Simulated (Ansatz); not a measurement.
# C2H3GaO: the cost of one run

Program: Ansatz 0.2.0, Gaussian basis. Level of theory: the settings change from run to run. These are calculated values, not measurements.

### 1 The molecule

The geometry comes from an earlier relaxation with PBE0-D4 in a triple-zeta def2 set; it is a stationary point, not always the lowest conformer.

SMILES `O[C]1=[CH][GaH]1`, 7 atoms, charge 0, spin multiplicity 1.

Atoms are counted from 1 here; the program's logs count them from 0.

Bond lengths: O1–C2 1.341 Å, O1–H5 0.961 Å, C2–C3 1.360 Å, C2–Ga4 1.907 Å, C3–Ga4 1.879 Å, C3–H6 1.087 Å, Ga4–H7 1.532 Å. Angles: C2–O1–H5 108.6°, O1–C2–C3 128.4°, O1–C2–Ga4 163.8°, C3–C2–Ga4 67.9°, C2–C3–Ga4 70.0°, C2–C3–H6 132.1°, Ga4–C3–H6 157.8°, C2–Ga4–C3 42.1°, C2–Ga4–H7 156.3°, C3–Ga4–H7 161.6°.

### 2 B3LYP5/aug-cc-pVTZ

Set apart from the defaults: charge -1, multiplicity 2.

File in.yaml:

```yaml
crystal:
  periodic: [false, false, false]
  atoms:
    - {symbol: O, position_ang: [-1.628413, 0.776848, -0.130510]}
    - {symbol: C, position_ang: [-0.422959, 0.193869, -0.064523]}
    - {symbol: C, position_ang: [0.351876, -0.021206, 1.031830]}
    - {symbol: Ga, position_ang: [1.215112, -0.678152, -0.502316]}
    - {symbol: H, position_ang: [-1.917674, 0.780299, -1.046998]}
    - {symbol: H, position_ang: [0.206443, 0.209610, 2.083923]}
    - {symbol: H, position_ang: [2.256916, -1.329167, -1.417207]}
basis:
  gaussian: {orbitals: aug-cc-pVTZ}
total_charge: -1
magnetization: {spin_polarized: true, initial_magnetization: 1}
hamiltonian: {xc: {name: B3LYP5}}
output: {forces: true}
```

On the command line:

```console
$ ansatz run in.yaml --threads 2 --pin off --events-out ev --progress --plain --max-ram 4352MiB
```

**Question.** How long does this run take on 2 threads of Arm Neoverse V1, shared host, and how much memory does it need?

About 4.2 min, with a peak of 1.5 GiB.
